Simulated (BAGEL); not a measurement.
# CH5AlClN (SMILES C[NH][AlH][Cl]): HF/6-31G(d) (density fitting with qzvpp-jkfit, spherical functions)

What is the vertical singlet–triplet gap of CH5AlClN at HF/6-31G* (density fitting with qzvpp-jkfit, spherical functions)? 

The calculation is run with BAGEL 1.2.2.

**1. Starting point**

CH5AlClN has 9 atoms, charge 0, and is taken as a singlet. As SMILES, `C[NH][AlH][Cl]`. The coordinates come from a PBE0-D4/def2-TZVP relaxation. This is one conformer, not always the lowest.

Bond lengths: C1–N2 1.449 Å, N2–Al3 1.758 Å, Al3–Cl4 2.100 Å, C1–H5 1.096 Å, C1–H6 1.096 Å, C1–H7 1.092 Å, N2–H8 1.010 Å, Al3–H9 1.571 Å. Some angles: C1–N2–Al3 129.6°, N2–Al3–Cl4 117.6°, C1–N2–H8 112.1°, Al3–N2–H8 118.3°, N2–C1–H5 112.1°, N2–C1–H6 112.1°, N2–C1–H7 109.8°, N2–Al3–H9 121.4°, Cl4–Al3–H9 121.0°, H5–C1–H6 107.8°.

**2. The energy at HF/6-31G(d) (density fitting with qzvpp-jkfit, spherical functions)**

Input file job.json:

```json
{ "bagel" : [

{
  "title" : "molecule",
  "basis" : "6-31gs.json",
  "df_basis" : "qzvpp-jkfit",
  "angstrom" : true,
  "geometry" : [
    { "atom" : "C", "xyz" : [    0.028900,    0.778500,   -1.025000 ] },
    { "atom" : "N", "xyz" : [    0.123600,   -0.496400,   -0.343900 ] },
    { "atom" : "Al", "xyz" : [   -0.042100,   -0.867100,    1.366100 ] },
    { "atom" : "Cl", "xyz" : [   -0.436800,    0.728800,    2.673300 ] },
    { "atom" : "H", "xyz" : [    0.959000,    1.039800,   -1.542200 ] },
    { "atom" : "H", "xyz" : [   -0.780900,    0.792500,   -1.763200 ] },
    { "atom" : "H", "xyz" : [   -0.175600,    1.570200,   -0.301800 ] },
    { "atom" : "H", "xyz" : [    0.313300,   -1.255600,   -0.982100 ] },
    { "atom" : "H", "xyz" : [    0.099100,   -2.337000,    1.901900 ] }
  ]
},
{ "title" : "hf" },
{ "title" : "print", "file" : "orbitals.molden", "orbitals" : true }

]}
```

The basis set 6-31G* is read from a file made from the Basis Set Exchange's data (not shown).

Started as:

```
$ BAGEL_NUM_THREADS=1 BAGEL job.json > job.out
```

What it wrote:

```text
* using 1 threads per process

  ===============================================================
  ===============================================================

  *** Geometry ***

  { "atom" : "C", "xyz" : [      0.054613,      1.471152,     -1.936969 ] },
  { "atom" : "N", "xyz" : [      0.233570,     -0.938060,     -0.649877 ] },
  { "atom" : "Al", "xyz" : [     -0.079557,     -1.638582,      2.581555 ] },
  { "atom" : "Cl", "xyz" : [     -0.825432,      1.377232,      5.051805 ] },
  { "atom" : "H", "xyz" : [      1.812247,      1.964937,     -2.914336 ] },
  { "atom" : "H", "xyz" : [     -1.475687,      1.497608,     -3.331965 ] },
  { "atom" : "H", "xyz" : [     -0.331836,      2.967248,     -0.570319 ] },
  { "atom" : "H", "xyz" : [      0.592051,     -2.372740,     -1.855900 ] },
  { "atom" : "H", "xyz" : [      0.187272,     -4.416290,      3.594070 ] },

  Number of auxiliary basis functions:      498

  Since a DF basis is specified, we compute 2- and 3-index integrals:
    o Being stored without compression. Storage requirement is 0.022 GB

  Number of basis functions:       74
  Number of electrons      :       48

    * METHOD: MOLECULE                             0.25

  *** RHF ***

  === Nuclear Repulsion ===
   194.6379180960

      * DIIS with orbital gradients will be used.

  === RHF iteration (6-31gs.json) ===
      0       -796.51796132          0.02019795           0.06
      1       -796.64503676          0.01276872           0.06
      2       -796.70514554          0.00155749           0.06
      3       -796.70659826          0.00026704           0.06
      4       -796.70666350          0.00006564           0.06
      5       -796.70666720          0.00001688           0.06
      6       -796.70666744          0.00000591           0.06
      7       -796.70666748          0.00000180           0.06
      8       -796.70666748          0.00000063           0.06
      9       -796.70666748          0.00000018           0.06
     10       -796.70666748          0.00000006           0.06
     11       -796.70666748          0.00000002           0.06
     12       -796.70666748          0.00000000           0.06
    * SCF iteration converged.

    * Permanent dipole moment:
           (   -0.180218,     0.462161,     0.894571) a.u.

    * METHOD: HF                                   0.95

    * METHOD: PRINT                                0.01

  ===============================================================
```

Run time: 1.5 s. Hardware: 1 thread of Intel Xeon Platinum 8488C (Sapphire Rapids), shared host; peak memory 0.11 GiB.

**3. The triplet**

Input file job.json:

```json
{ "bagel": [

{
  "title": "molecule",
  "basis": "6-31gs.json",
  "df_basis": "qzvpp-jkfit",
  "angstrom": true,
  "geometry": [
    { "atom": "C", "xyz": [       0.028900,       0.778500,      -1.025000 ] },
    { "atom": "N", "xyz": [       0.123600,      -0.496400,      -0.343900 ] },
    { "atom": "Al", "xyz": [      -0.042100,      -0.867100,       1.366100 ] },
    { "atom": "Cl", "xyz": [      -0.436800,       0.728800,       2.673300 ] },
    { "atom": "H", "xyz": [       0.959000,       1.039800,      -1.542200 ] },
    { "atom": "H", "xyz": [      -0.780900,       0.792500,      -1.763200 ] },
    { "atom": "H", "xyz": [      -0.175600,       1.570200,      -0.301800 ] },
    { "atom": "H", "xyz": [       0.313300,      -1.255600,      -0.982100 ] },
    { "atom": "H", "xyz": [       0.099100,      -2.337000,       1.901900 ] }
  ]
},

{ "title": "uhf", "nopen": 2 },

{ "title": "print", "file": "orbitals.molden", "orbitals": true }

]}
```

The basis set 6-31G* is read from a file made from the Basis Set Exchange's data (not shown).

Started as:

```
$ BAGEL_NUM_THREADS=1 BAGEL job.json > job.out
```

What it wrote:

```text
* using 1 threads per process

  ===============================================================
  ===============================================================

  *** Geometry ***

  { "atom" : "C", "xyz" : [      0.054613,      1.471152,     -1.936969 ] },
  { "atom" : "N", "xyz" : [      0.233570,     -0.938060,     -0.649877 ] },
  { "atom" : "Al", "xyz" : [     -0.079557,     -1.638582,      2.581555 ] },
  { "atom" : "Cl", "xyz" : [     -0.825432,      1.377232,      5.051805 ] },
  { "atom" : "H", "xyz" : [      1.812247,      1.964937,     -2.914336 ] },
  { "atom" : "H", "xyz" : [     -1.475687,      1.497608,     -3.331965 ] },
  { "atom" : "H", "xyz" : [     -0.331836,      2.967248,     -0.570319 ] },
  { "atom" : "H", "xyz" : [      0.592051,     -2.372740,     -1.855900 ] },
  { "atom" : "H", "xyz" : [      0.187272,     -4.416290,      3.594070 ] },

  Number of auxiliary basis functions:      498

  Since a DF basis is specified, we compute 2- and 3-index integrals:
    o Being stored without compression. Storage requirement is 0.022 GB

  Number of basis functions:       74
  Number of electrons      :       48

    * METHOD: MOLECULE                             0.25

  *** Open-shell HF ***

  === Nuclear Repulsion ===
   194.6379180960

      * DIIS with orbital gradients will be used.

  === UHF iteration (6-31gs.json) ===
      0       -796.31940470          0.03042918           0.14
      1       -796.45599543          0.01722552           0.12
      2       -796.49345891          0.00895308           0.12
      3       -796.50549337          0.00243154           0.14
      4       -796.50950586          0.00070244           0.17
      5       -796.50987365          0.00025167           0.14
      6       -796.51001087          0.00014495           0.12
      7       -796.51007924          0.00011533           0.12
      8       -796.51015971          0.00005746           0.12
      9       -796.51017810          0.00001909           0.12
     10       -796.51017995          0.00001222           0.12
     11       -796.51018083          0.00001311           0.13
     12       -796.51018072          0.00001252           0.12
     13       -796.51018031          0.00000593           0.12
     14       -796.51018042          0.00000242           0.12
     15       -796.51018045          0.00000084           0.12
     16       -796.51018046          0.00000042           0.12
     17       -796.51018046          0.00000023           0.12
     18       -796.51018046          0.00000016           0.11
     19       -796.51018046          0.00000017           0.12
     20       -796.51018046          0.00000017           0.12
     21       -796.51018046          0.00000016           0.12
     22       -796.51018046          0.00000011           0.12
     23       -796.51018046          0.00000007           0.12
     24       -796.51018046          0.00000005           0.12
     25       -796.51018046          0.00000003           0.12
     26       -796.51018046          0.00000002           0.12
     27       -796.51018046          0.00000001           0.12
    * SCF iteration converged.

    * S^2 (UHF) is 2.0128

    * Permanent dipole moment:
           (   -0.238640,    -0.288466,     2.190885) a.u.

    * METHOD: UHF                                  3.65

    * METHOD: PRINT                                0.01

  ===============================================================
```

Wall time 4.5 s (1 thread of Intel Xeon Platinum 8488C (Sapphire Rapids), shared host); peak memory 0.11 GiB.

**4. Results**

Level: HF/6-31G* (density fitting with qzvpp-jkfit, spherical functions).

```
                                        quantity          value
                           singlet: total energy  -796.70667 Eh
                          singlet: dipole moment         2.60 D
                            singlet: HOMO energy      -10.28 eV
                            singlet: LUMO energy        2.25 eV
                          singlet: HOMO–LUMO gap       12.53 eV
                           triplet: total energy  -796.51018 Eh
                          triplet: dipole moment         5.65 D
                                   triplet: ⟨S²⟩          2.013
vertical energy of the triplet above the singlet       5.347 eV
```

**Reading.** At this shape the triplet lies 5.35 eV (516 kJ/mol) above the singlet.
